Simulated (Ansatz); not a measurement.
CH5Sb, SMILES [CH3][SbH2], a relaxed scan of one distance

Computed with the Python package of Ansatz (0.2.0).

The script, `run_relaxed_scan.py`:
```python
"""Relaxed scan of one distance in CH5Sb."""

from dataclasses import dataclass

import ansatz as az
import numpy as np


@dataclass
class RunConfig:
    basis: str = "def2-SVP"
    xc: str = "b3lyp"


opts = RunConfig()

GEOMETRY = """
C    -0.56930   -0.51750   -0.36830
Sb    0.65310    0.17000    1.24280
H    -0.47380   -1.54720   -0.59710
H    -1.60590   -0.30760   -0.10330
H    -0.38380    0.11140   -1.30750
H     0.33750    1.88170    0.88050
H     2.10330    0.14110    0.20720
"""


def main() -> None:
    geometry = az.Crystal.molecule()
    for line in GEOMETRY.strip().splitlines():
        symbol, *xyz = line.split()
        geometry = geometry.atom(symbol, [float(v) for v in xyz])

    calculation = (
        geometry.calculation()
        .basis(gaussian=opts.basis)
        .functional(opts.xc)
    )
    symbols = [site.symbol for site in geometry.cartesian_sites]
    pairs = [(0, 1), (0, 2), (0, 3), (0, 4), (1, 5), (1, 6)]
    print("held (A)   E (eV)        ", "  ".join(f"{symbols[i]}{i}-{symbols[j]}{j}" for i, j in pairs))
    for length in [0.97, 1.06, 1.14, 1.27, 1.43]:
        report = calculation.relax(constraints=[az.DistanceConstraint((0, 2), at=length)], force_tolerance=0.02, max_steps=60).run().report
        xyz = np.array(report["positions_ang"])
        print(f"{length:6.2f} {report['free_energy_ev']:14.5f}  ", "  ".join(f"{np.linalg.norm(xyz[i] - xyz[j]):.3f}" for i, j in pairs))


if __name__ == "__main__":
    main()
```

```console
$ python run_relaxed_scan.py
held (A)   E (eV)         C0-Sb1  C0-H2  C0-H3  C0-H4  Sb1-H5  Sb1-H6
DeckWarning: relax.constraints: the input's atoms, or those drawn, lie off the distances that are held; a relaxation that starts there is brought onto them ahead of its first SCF, by positions alone, an atom by 4.46e-2 Å at the most. With the symmetry detection on, the symmetry is detected on the input's atoms as so [...]
  0.97    -7656.73011   2.204  0.970  1.099  1.097  1.726  1.727
  1.06    -7657.06418   2.202  1.060  1.099  1.097  1.726  1.727
  1.14    -7657.06670   2.200  1.140  1.099  1.097  1.727  1.727
  1.27    -7656.74148   2.195  1.270  1.099  1.097  1.728  1.726
  1.43    -7656.08901   2.189  1.430  1.098  1.096  1.729  1.726
```
(Warnings from the package without file and line, shortened, repeats left out.)

Reading the output:
- Total energies depend on the basis set; only differences at equal settings carry meaning.
- The energies are electronic: no zero-point or thermal terms, and the basis set is short of its limit.
- def2 sets replace the cores of elements past krypton by effective core potentials.
- b3lyp holds the VWN-RPA fit, as in Gaussian; the form of ORCA and Turbomole is b3lyp5.
- Hardware and time: 76 s on 1 thread of Arm Neoverse V1, with other jobs on the host, peak memory 0.2 GiB.
